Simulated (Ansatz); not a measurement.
Consider an atomisation energy of BCl2I, SMILES ClB(Cl)I (Ansatz 0.2.0 through its Python package).

The script, `bcl2i_tae.py`:
```python
"""Atomisation energy of BCl2I at the given geometry."""

from collections import Counter

import ansatz as az


def total_energy(molecule, charge=0, unpaired=0):
    calc = molecule.calculation().basis(gaussian="def2-SVPD").functional("r2scan0")
    if charge:
        calc = calc.charge(charge)
    if unpaired:
        calc = calc.spin("collinear", total=unpaired)
    return calc.run(threads=1, backend="cpu").report["free_energy_ev"]

GEOMETRY = """
Cl   -0.50360   -1.85720    0.10980
B     0.00670   -0.06040    0.06640
Cl    0.85220    0.65690    1.51050
I    -0.29980    1.20040   -1.70700
"""


def main() -> None:
    system = az.Crystal.molecule()
    for line in GEOMETRY.strip().splitlines():
        symbol, *xyz = line.split()
        system = system.atom(symbol, [float(v) for v in xyz])

    # Hund ground states
    unpaired = {"Cl": 1, "B": 1, "I": 1}
    counts = Counter(site.symbol for site in system.cartesian_sites)
    atom_energy = {s: total_energy(az.Crystal.molecule().atom(s, (0, 0, 0)), 0, unpaired[s]) for s in counts}
    whole = total_energy(system, 0, 0)
    for s, e in atom_energy.items():
        print(f"{s:2s} x{counts[s]}  {e:14.5f} eV")
    print(f"BCl2I: {whole:.5f} eV")
    split = sum(counts[s] * e for s, e in atom_energy.items()) - whole
    print(f"atomisation energy (no zero-point term): {split:.3f} eV, {split / sum(counts.values()):.3f} eV an atom")


if __name__ == "__main__":
    main()
```

What does it cost to take this molecule apart into atoms?

12.394 eV from the electronic energies, without the zero-point term.

What the script printed:

`python bcl2i_tae.py` gives:
```text
Cl x2    -12516.33324 eV
B  x1      -669.65790 eV
I  x1     -8102.57058 eV
BCl2I: -33817.28911 eV
atomisation energy (no zero-point term): 12.394 eV, 3.099 eV an atom
```

Reading the output:
- The settings weren't tested for convergence.
- The geometry is a force-field or estimated start, not a minimum of this method, and the basis set is short of its limit. All parts are taken at fixed geometry, without zero-point energy.
- def2 sets replace the cores of elements past krypton by effective core potentials.
- The spin-orbit lowering of heavy atoms is left out.
- Finished in 14 s on 1 thread of Intel(R) Xeon(R) Platinum 8259CL CPU @ 2.50GHz (Skylake/Cascade Lake), on a shared host, peak memory 0.33 GiB.

(Lines on the test bed's own set-up are left out of the output.)
